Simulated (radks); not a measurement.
# Eu inside a hard spherical wall

Aim: energy, levels and pressure of Eu as a wall, at which all orbitals vanish, closes in. The configuration stays [Xe] 4f7 6s2.

Program: radks (a radial shooting solver on a logarithmic mesh, Libxc functionals) version 1. Level of theory: scalar-relativistic Kohn-Sham, PBEsol, spin-unpolarised, spherical densities, finite nucleus. These are calculated values, not measurements, unless marked.

### 1 The system

```
element            : europium (Z = 63)
charge             : 0
electrons          : 63
configuration      : [Xe] 4f7 6s2
nuclear rms radius : 5.1115 fm
```

The outer shells:

Eu
```
[Xe] core
4f [↑ ][↑ ][↑ ][↑ ][↑ ][↑ ][↑ ]
6s [↑↓]
```

### 2 The free atom

The run's settings:

```text
Z 63
configuration [Xe] 4f7 6s2 5d0 6p0 7s0
relativity scalar-relativistic
functional pbe_sol,pbe_sol
spin unpolarised
nucleus finite rms 5.1115 fm
c 137.035999084
```

Started as:

```sh
$ python run_ks.py task.json out
```

This one command runs every case of the session in turn.

### 3 Wall at 15 bohr

Settings, as their differences from step 2:

```diff
@@ -6,2 +6,3 @@
 nucleus finite rms 5.1115 fm
+wall 15 bohr
 c 137.035999084
```

### 4 Wall at 12 bohr

Settings, as their differences from step 3:

```diff
@@ -6,3 +6,3 @@
 nucleus finite rms 5.1115 fm
-wall 15 bohr
+wall 12 bohr
 c 137.035999084
```

### 5 Wall at 8 bohr

Settings, as their differences from step 4:

```diff
@@ -6,3 +6,3 @@
 nucleus finite rms 5.1115 fm
-wall 12 bohr
+wall 8 bohr
 c 137.035999084
```

### 6 Wall at 6 bohr

Settings, as their differences from step 5:

```diff
@@ -6,3 +6,3 @@
 nucleus finite rms 5.1115 fm
-wall 8 bohr
+wall 6 bohr
 c 137.035999084
```

### 7 Wall at 4 bohr

Settings, as their differences from step 6:

```diff
@@ -6,3 +6,3 @@
 nucleus finite rms 5.1115 fm
-wall 6 bohr
+wall 4 bohr
 c 137.035999084
```

### 8 Wall at 3 bohr

Settings, as their differences from step 7:

```diff
@@ -6,3 +6,3 @@
 nucleus finite rms 5.1115 fm
-wall 4 bohr
+wall 3 bohr
 c 137.035999084
```

### 9 Wall at 1.5 bohr

Settings, as their differences from step 8:

```diff
@@ -6,3 +6,3 @@
 nucleus finite rms 5.1115 fm
-wall 3 bohr
+wall 1.5 bohr
 c 137.035999084
```

Before running it: what results should come out? Wanted: for each run, R; E − E(free); ε(4f); ε(5d, empty); ε(6p, empty); ε(7s, empty); pressure.

The runs gave:

```tsv
R (bohr)	E − E(free) (eV)	ε(4f) (eV)	ε(5d, empty) (eV)	ε(6p, empty) (eV)	ε(7s, empty) (eV)	pressure (GPa)
free	0.000	-2.759	-1.576	-1.180	-	0
15	0.001	-2.756	-1.573	-1.163	0.434	0.000234
12	0.012	-2.721	-1.538	-1.070	1.280	0.00703
8	0.531	-2.045	-0.898	0.160	6.574	0.654
6	3.342	-0.369	0.822	3.786	17.930	7.49
4	26.358	5.827	8.031	22.192	64.468	170
3	103.25	18.423	23.579	62.976	152.38	1537
1.5	2075.9	143.67	247.77	572.02	1075.5	212131
```

**Reading.** At the tightest wall, 1.5 bohr, the energy stands 2075.9 eV above the free atom and the pressure, −dE/dV, is 212131 GPa. Of the levels in the table that exist at both ends, 6p (empty) rises most from the free atom (573.20 eV). From R = 4 bohr inwards the highest occupied level lies above zero, pushed up by confinement. Shells are not refilled when levels cross, and a hard wall is a model, not a crystal.
